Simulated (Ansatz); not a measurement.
# H12MgN2Si4: basis-set convergence

The task here is to estimate one member of a computed series from the others.

Program: Ansatz 0.2.0, Gaussian basis. Level of theory: one geometry, several basis sets. These are calculated values, not measurements.

Levels to be run: PBE0-D4/def2-SVP; ωB97M-V/def2-SVP; PBE0-D4/def2-QZVPP; ωB97M-V/def2-QZVPP; the functionals' def2-TZVPP values are taken from earlier runs.

### The relaxed structure

An earlier PBE0-D4 in a triple-zeta def2 set relaxation fixed the geometry.

SMILES `[SiH3][N]([SiH3])[Mg][N]([SiH3])[SiH3]`, 19 atoms, charge 0, spin multiplicity 1.

Atoms are counted from 1 here; the program's logs count them from 0.

Bond lengths: Si1–N2 1.710 Å, Si1–H8 1.492 Å, Si1–H9 1.492 Å, Si1–H10 1.492 Å, N2–Si3 1.700 Å, N2–Mg4 1.924 Å, Si3–H11 1.523 Å, Si3–H12 1.489 Å, Si3–H13 1.489 Å, Mg4–N5 1.924 Å, N5–Si6 1.710 Å, N5–Si7 1.700 Å, Si6–H14 1.492 Å, Si6–H15 1.492 Å, Si6–H16 1.492 Å, Si7–H17 1.523 Å, Si7–H18 1.489 Å, Si7–H19 1.489 Å. Angles: N2–Si1–H8 112.5°, N2–Si1–H9 112.5°, N2–Si1–H10 109.0°, H8–Si1–H9 107.0°, H8–Si1–H10 107.8°, H9–Si1–H10 107.8°, Si1–N2–Si3 128.8°, Si1–N2–Mg4 130.3°, Si3–N2–Mg4 100.9°, N2–Si3–H11 102.2°, N2–Si3–H12 116.2°, N2–Si3–H13 116.2°, H11–Si3–H12 106.6°, H11–Si3–H13 106.6°, H12–Si3–H13 108.0°, N2–Mg4–N5 179.9°, Mg4–N5–Si6 130.3°, Mg4–N5–Si7 100.9° and more.

The first run:

in.yaml reads:

```yaml
crystal:
  periodic: [false, false, false]
  atoms:
    - {symbol: Si, position_ang: [3.052173, -0.029677, 1.247351]}
    - {symbol: N, position_ang: [1.785511, -0.654235, 0.283452]}
    - {symbol: Si, position_ang: [1.775964, -2.045095, -0.694611]}
    - {symbol: Mg, position_ang: [-0.002027, -0.000374, 0.001895]}
    - {symbol: N, position_ang: [-1.788442, 0.655827, -0.281248]}
    - {symbol: Si, position_ang: [-3.049185, 0.043757, -1.260786]}
    - {symbol: Si, position_ang: [-1.787370, 2.030733, 0.719234]}
    - {symbol: H, position_ang: [3.493340, -0.989285, 2.301498]}
    - {symbol: H, position_ang: [4.259870, 0.322286, 0.444677]}
    - {symbol: H, position_ang: [2.579285, 1.210502, 1.927871]}
    - {symbol: H, position_ang: [0.364578, -2.026531, -1.266510]}
    - {symbol: H, position_ang: [1.931118, -3.347058, 0.011803]}
    - {symbol: H, position_ang: [2.705780, -2.037895, -1.858027]}
    - {symbol: H, position_ang: [-2.574373, -1.191388, -1.949082]}
    - {symbol: H, position_ang: [-4.264140, -0.311832, -0.470749]}
    - {symbol: H, position_ang: [-3.479351, 1.014052, -2.309684]}
    - {symbol: H, position_ang: [-0.379429, 2.005539, 1.299216]}
    - {symbol: H, position_ang: [-2.724291, 2.002675, 1.876643]}
    - {symbol: H, position_ang: [-1.940910, 3.343800, 0.033354]}
basis:
  gaussian: {orbitals: def2-SVP}
hamiltonian: {xc: pbe0, dispersion: d4}
output: {orbitals: {seedname: orbitals}}
```

Command:

```sh
$ ansatz run in.yaml --threads 2 --pin off --events-out ev --progress --plain --max-ram 32768MiB --backend cpu
```

Among the steps run: PBE0-D4 in def2-SVP; ωB97M-V in def2-SVP; PBE0-D4 in def2-QZVPP; ωB97M-V in def2-QZVPP.

One table of the session follows, with a row left open; its other results are not shown here.

It belongs to the step «Functionals by basis». 

| functional | basis | HOMO (eV) | LUMO (eV) |
| --- | --- | --- | --- |
| PBE0-D4 | def2-SVP | -7.31 | -1.37 |
| PBE0-D4 | def2-TZVPP | -7.41 | -1.50 |
| PBE0-D4 | def2-QZVPP | -7.41 | -1.50 |
| ωB97M-V | def2-SVP | ? | ? |
| ωB97M-V | def2-TZVPP | -9.66 | -0.02 |
| ωB97M-V | def2-QZVPP | -9.66 | -0.11 |

Q: Estimate the row for ωB97M-V, def2-SVP from the others.

**Answer.** HOMO (eV): -9.52; LUMO (eV): 0.14. In the column «HOMO (eV)» it lies between ωB97M-V, def2-QZVPP (-9.66) and PBE0-D4, def2-TZVPP (-7.41).
